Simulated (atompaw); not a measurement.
# Pm: the cost of one run

Method: atompaw 4.2.0.5, PBE, scalar-relativistic.

### 1 The atom and the settings

The settings as typed:

* element: promethium (Pm, Z = 61)
* type: PAW
* frozen core: [Kr] 4d10
* valence charge: 15
* reference configuration: 4f5 5s2 5p6 5d0 6s2 6p0
* partial waves: 5s (bound): rc 1.90 bohr; 6s (bound): rc 1.95 bohr; 5p (bound): rc 2.05 bohr; 6p (bound, empty): rc 3.00 bohr; 5d (bound, empty): rc 3.00 bohr; 5d channel at 4.45 Ry: rc 3.00 bohr; 4f (bound): rc 1.00 bohr; 4f channel at 3.65 Ry: rc 1.00 bohr
* local potential: bessel scheme, radius 2.85 bohr
* core correction: smooth core density matched at 2.85 bohr
* augmentation charge: sinc compensation charge, radius 3.00 bohr; PAW radius 3.00 bohr; waves and projectors: custom polynom gramschmidtortho

The outer shells as boxes (Hund's rule for the drawing; the calculation is spin-unpolarised):

```
[Kr] core
4d [↑↓][↑↓][↑↓][↑↓][↑↓]
4f [↑ ][↑ ][↑ ][↑ ][↑ ][  ][  ]
5s [↑↓]
5p [↑↓][↑↓][↑↓]
5d [  ][  ][  ][  ][  ]
6s [↑↓]
6p [  ][  ][  ]
```

### 2 Generating the potential

Pm.input reads:

```
Pm 61
GGA-PBE scalarrelativistic loggrid 2001 logderivrange -5 5 251
6 6 5 4 0 0
6 1 0
5 2 0
4 3 5
0 0 0
c
c
c
c
v
v
c
c
c
v
v
c
c
v
v
3
3.00 3.00 2.85 2.85
n
n
y
4.45
n
y
3.65
n
custom polynom gramschmidtortho sinc
bessel
1.90
1.95
2.05
3.00
3.00
3.00
1.00
1.00
PWSCFOUT
UPFDX 0.0125d0 UPFXMIN -7.d0 UPFZMESH 61.d0
END
```

Launch:

```sh
$ atompaw < Pm.input > Pm.log
```

**Question.** How long does this run take on 1 thread of Intel Xeon 6975P-C, shared host?

About 17 s.
